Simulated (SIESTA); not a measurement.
The system is AlAg3.

```
Ag Al
1.0
     1.67678   -2.32271    0.00000
     1.67678    2.32271    0.00000
     0.00000    0.00000    8.98233
Ag Al
3 1
Direct
  0.50000 0.50000 0.23626
  0.00000 0.00000 0.50000
  0.50000 0.50000 0.76374
  0.00000 0.00000 0.00000
```

The cell comes from a database or a generator and needn't be the stable form of this composition.

- Program: SIESTA 5.4.2
- Task: single point
- Functional: PBEsol
- Potentials or basis: PseudoDojo 0.4 standard (PBEsol files)
- Basis: DZP (energy shift 0.003 Ry; two zetas on semicore shells)
- Grid cutoff: 800 Ry
- Energy shift: 0.003 Ry
- k mesh: 10 × 10 × 3
- Occupations: fermi-dirac, width 0.05 eV
- Spin: no spin polarisation

On this cell: pressure -5.5 GPa; largest force 0.211 eV/Å; band gap on the k mesh none (metal or under the smearing width).

The same run follows on a disturbed copy (atoms moved at random, drawn with an rms of 0.05 Å):

```
Ag Al
1.0
     1.67678   -2.32271    0.00000
     1.67678    2.32271    0.00000
     0.00000    0.00000    8.98233
Ag Al
3 1
Cartesian
  1.6840 -0.0216 2.1385
  -0.0171 0.0099 4.5038
  1.6821 0.0207 6.8813
  -0.0120 0.0328 0.0156
```

**Question.** What does the disturbed cell give?

**Answer.** The energy (extrapolated to zero smearing) moves by +0.4 meV/atom; pressure -5.5 GPa; largest force 0.247 eV/Å; band gap on the k mesh none (metal or under the smearing width).

Forces in eV/Å, atoms in the order of the input:
```
Ag  -0.049 -0.024  0.201
Ag   0.042  0.003  0.024
Ag  -0.044  0.002 -0.243
Al   0.051  0.020  0.019
```

Stress tensor (GPa, compression positive):
```
-5.45  0.00  0.01
 0.00 -4.85 -0.08
 0.01 -0.08 -6.22
```

Caveats: short orbitals over semicore shells can move pressures by several GPa; the basis of atomic orbitals isn't converged, which shifts pressures, moduli and gaps.
